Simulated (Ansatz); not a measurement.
# FH4SSi2, SMILES F[SiH2]S[SiH2]: a rigid scan of one bond length

Run with Ansatz's Python interface.

Input file `fh4ssi2.xyz`:
```text
8

F    -1.32960   -0.41220    1.51820
Si   -0.68590    0.90070    0.81930
S    -0.47510    0.50580   -1.27520
Si    0.67570   -1.32200   -0.93410
H    -1.54660    2.08630    0.97930
H     0.64200    1.15070    1.44510
H     0.84220   -1.97840   -2.24350
H     1.96940   -0.98800   -0.36500
```

`fh4ssi2.py`
```python
import ansatz
import numpy as np

BASIS_SET = "def2-SVP"
XC = "r2scan0"

fh4ssi2 = ansatz.Crystal.molecule_from_extxyz("fh4ssi2.xyz")

symbols = [site.symbol for site in fh4ssi2.cartesian_sites]
start = np.array([site.position_ang for site in fh4ssi2.cartesian_sites])
axis = (start[5] - start[1]) / np.linalg.norm(start[5] - start[1])
moving = [5]
lengths, energies = [1.31, 1.37, 1.43, 1.489, 1.549, 1.608, 1.668, 1.757], []
for length in lengths:
    xyz = start.copy()
    xyz[moving] += (length - np.linalg.norm(start[5] - start[1])) * axis
    point = ansatz.Crystal.molecule()
    for symbol, place in zip(symbols, xyz):
        point = point.atom(symbol, place.tolist())
    job = (
        point.calculation()
        .basis(gaussian=BASIS_SET)
        .functional(XC)
        .spin("collinear", total=1)
    )
    rep = job.run(threads=1).report
    energies.append(rep["free_energy_ev"])
    print(f"r = {length:6.3f} A  E = {energies[-1]:.5f} eV  <S^2> = {abs(rep['mean_field']['state']['spin_squared']):.3f}")

fit = np.polynomial.Polynomial.fit(lengths, np.array(energies) - min(energies), 4).convert()
roots = [r.real for r in fit.deriv().roots() if abs(r.imag) < 1e-9 and fit.deriv(2)(r.real) > 0]
r_e = min(roots, key=lambda r: abs(r - lengths[int(np.argmin(energies))]))
print(f"minimum of the fit at {r_e:.4f} A, force constant {fit.deriv(2)(r_e):.2f} eV/A^2")
```

```console
$ python fh4ssi2.py
r =  1.310 A  E = -29359.26295 eV  <S^2> = 0.753
r =  1.370 A  E = -29359.48229 eV  <S^2> = 0.753
r =  1.430 A  E = -29359.59197 eV  <S^2> = 0.753
r =  1.489 A  E = -29359.61648 eV  <S^2> = 0.753
r =  1.549 A  E = -29359.57600 eV  <S^2> = 0.753
r =  1.608 A  E = -29359.48704 eV  <S^2> = 0.753
r =  1.668 A  E = -29359.35891 eV  <S^2> = 0.753
r =  1.757 A  E = -29359.11928 eV  <S^2> = 0.753
minimum of the fit at 1.4796 A, force constant 19.14 eV/A^2
```

Caveats:
- Total energies depend on the basis set; only differences at equal settings carry meaning.
- The rest of the molecule is held rigid at a force-field or estimated start geometry, and the basis set is modest; single-reference methods fail as a bond breaks.
- The run takes the species as open-shell (spin multiplicity 2), which needn't be its ground state.
- Wall time of the script: 85 s on 1 thread of Arm Neoverse V1, with other jobs on the host, peak memory 0.36 GiB.
